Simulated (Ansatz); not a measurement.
# RuSi+ (doublet): from Hartree-Fock to the top rungs, def2-TZVPP

An exercise on one series of results from a longer session: the logs are not shown, and one member is left open.

Method: def2-TZVPP, core rule «outside noble gas», up to 9 orbitals frozen; program: Ansatz 0.2.0, Gaussian basis.

Plan: UHF; ROHF; CCSD(T) on UHF.

## The geometry

The geometry is a PBE0/def2-TZVP stationary point (not a proven minimum). No spin-orbit coupling is included. Elements past krypton take def2 core potentials.

2 atoms, charge 1, spin multiplicity 2.

Atoms are counted from 1 here; the program's logs count them from 0.

Bond lengths: Ru1–Si2 2.054 Å.

Coordinates:

```xyz
2
RuSi
Ru    0.00000    0.00000    0.00000
Si    0.00000    0.00000    2.05420
```

The first run:

in.yaml

```yaml
crystal:
  periodic: [false, false, false]
  atoms:
    - {symbol: Ru, position_ang: [0.000000, 0.000000, 0.000000]}
    - {symbol: Si, position_ang: [0.000000, 0.000000, 2.054200]}
basis:
  gaussian: {orbitals: def2-TZVPP}
total_charge: 1
magnetization: {spin_polarized: true, initial_magnetization: 1}
hamiltonian: {xc: hf}
output: {orbitals: {seedname: orbitals}}
```

Launch:

```bash
> ansatz run in.yaml --threads 1 --pin off --events-out ev --progress --plain --max-ram 4096MiB --backend cpu
```

Steps of the session up to this table: UHF; ROHF; CCSD(T) on UHF.

One of the session's tables, all rows but one given; the rest of the session is left out.

| method | from UCCSD(T) (kJ/mol) |
| --- | --- |
| ROHF | ? |
| UHF | +949.4 |
| UMP2 | +135.0 |
| UCCSD | +61.7 |
| UCCSD(T) | 0 |

Estimate the missing values for ROHF.

The run gave: from UCCSD(T) (kJ/mol): +1069.5. In the column «from UCCSD(T) (kJ/mol)» it is the highest.

The program flags UCCSD(T) as in doubt (see the logs), so the zero of the table is itself unsure.

Limits of these values: The determinant is far from a pure spin state, so its energy mixes those of several spin states (harmless only where they are near-degenerate, as at dissociation). The program flags UCCSD(T) as in doubt, so the zero of the table is itself unsure. Warnings: spin contamination; coupled cluster took another determinant than the lowest.
